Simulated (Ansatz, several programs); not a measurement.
SiC3 as one 4-atom ordering (R3m) on the diamond lattice, relaxed with PBE in Ansatz (plane waves, PAW): space group R3m (No. 160), trigonal; a = 2.838 Å, c = 14.083 Å in the conventional setting, 8.19 Å³ an atom. C has 3 C at 1.72 Å and 1 Si at 1.90 Å; C has 1 C at 1.54 Å and 3 Si at 1.80 Å; C has 4 C at 1.54–1.72 Å; Si has 4 C at 1.80–1.90 Å. The cell was then scaled with its shape and fractional coordinates held, which makes it stiffer than a relaxed compression. No spin polarisation and no zero-point or thermal motion; the cell was built from a prototype and may be hypothetical.

```tsv
V (Å³/atom)	E (meV/atom)
7.697	28.00
7.942	6.65
8.188	0.00
8.679	22.96
```

(1) Pass a cubic E = c₀ + c₁u + c₂u² + c₃u³, with u = V − 8.127 Å³, through these points.

(2) Where is the minimum, and what bulk modulus follows?

(3) Predict the energy and the pressure at the withheld volume, 8.434 Å³.

Answers

(1) c₀ = 0.38, c₁ = -12.806, c₂ = 109.846, c₃ = -22.7051 (meV and Å³).

(2) dE/du = 0 at u = +0.059, so V₀ = 8.19 Å³. B = V₀ d²E/dV² = 8.19 × (2c₂ + 6c₃u) = 8.19 × 211.601 = 1732 meV/Å³, and 1 meV/Å³ is 0.16022 GPa: 278 GPa. A third-order Birch-Murnaghan fit to all five points gives 8.19 Å³ and 275 GPa.

(3) With u = +0.307: E ≈ 6.14 meV and P = −dE/dV ≈ -7.73 GPa. The run gives 6.00 meV and, from its stress, -7.67 GPa.
